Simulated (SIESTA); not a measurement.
An input for SIESTA 5.4.2 (Be3H2):

The input Be3H2.fdf:

```
SystemName                      Be3H2
SystemLabel                     Be3H2
NumberOfSpecies                 2
NumberOfAtoms                   5
%block ChemicalSpeciesLabel
  1   4 Be
  2   1 H
%endblock ChemicalSpeciesLabel

LatticeConstant                 3.5394258500 Ang
%block LatticeParameters
  1.0000000000 1.0000000000 1.0536019535 90.0000000000 90.0000000000 119.9999999399
%endblock LatticeParameters
AtomicCoordinatesFormat         Fractional
%block AtomicCoordinatesAndAtomicSpecies
     0.0000000000     0.0000000000     0.0000000000  1  Be
     0.3333333300     0.6666666700     0.5000000000  1  Be
     0.6666666700     0.3333333300     0.5000000000  1  Be
     0.3333333300     0.6666666700     0.0000000000  2  H
     0.6666666700     0.3333333300     0.0000000000  2  H
%endblock AtomicCoordinatesAndAtomicSpecies

%block kgrid.MonkhorstPack
    9   0   0  0.0
    0   9   0  0.0
    0   0   7  0.0
%endblock kgrid.MonkhorstPack
XC.Functional                   VDW
XC.Authors                      C09
PAO.BasisSize                   DZ
PAO.EnergyShift                 0.01 Ry
Mesh.Cutoff                     800 Ry
OccupationFunction              FD
ElectronicTemperature           0.05 Ang
MaxSCFIterations                60
SCF.MustConverge                false
SCF.Mixer.Method                Pulay
SCF.Mixer.Weight                0.25
SCF.Mixer.History               8
SCF.DM.Tolerance                5.0e-05
SCF.H.Tolerance                 1.0e-03 eV
WriteForces                     true
Charge.Mulliken                 end
Charge.Hirshfeld                end
Charge.Voronoi                  end
SaveRho                         true
SaveElectrostaticPotential      true
OpticalCalculation              true
Optical.Energy.Minimum          0.0 eV
Optical.Energy.Maximum          30 eV
Optical.Broaden                 0.2 eV
%block Optical.Mesh
  9 9 7
%endblock Optical.Mesh
Optical.OffsetMesh              true
Optical.PolarizationType        unpolarized
%block Optical.Vector
  0.0 0.0 1.0
%endblock Optical.Vector
```

Potentials or basis: PseudoDojo 0.4 standard (PBE files), DZ (energy shift 0.01 Ry).

Run with:

```bash
$ siesta < Be3H2.fdf > Be3H2.out 2>&1
```

Question: Does this run start?

Answer: The run stopped without a result. It printed:

Be3H2.out:

```text
Version         : 5.4.2

                           ***********************
                           *  WELCOME TO SIESTA  *
                           ***********************

 NOTE: Siesta V5 introduces some new defaults for basis-set generation
 NOTE: which might lead to slightly different numerical results.
 NOTE: Please see the manual for full details and compatibility measures.

[... 318 lines left out ...]
 n=1   0   2                         # n, l, Nzeta
   5.264      3.529
   1.000      1.000
STOP Stopping Program
*************************************************************
ERROR

FDF module: fdf_convfac: Incompatible dimensions: energy:Ry , length:Ang

     File: fdf.F90
[... 52 lines left out ...]
redata: Require DM convergence for SCF              =   T
redata: DM tolerance for SCF                        =     0.000050
redata: Require EDM convergence for SCF             =   F
redata: EDM tolerance for SCF                       =     0.001000 eV
redata: Require H convergence for SCF               =   T
redata: Hamiltonian tolerance for SCF               =     0.001000 eV
redata: Require (free) Energy convergence for SCF   =   F
redata: (free) Energy tolerance for SCF             =     0.000100 eV
redata: Using DFT-D3 dispersion                     =   F
redata: Using Saved Data (generic)                  =   F
redata: Use continuation files for DM               =   T
redata: Neglect nonoverlap interactions             =   F
redata: Method of Calculation                       = Diagonalization
```

Among its messages:

```text
xc_check: WARNING: Pseudopotential generated with GGA PBE functional
```
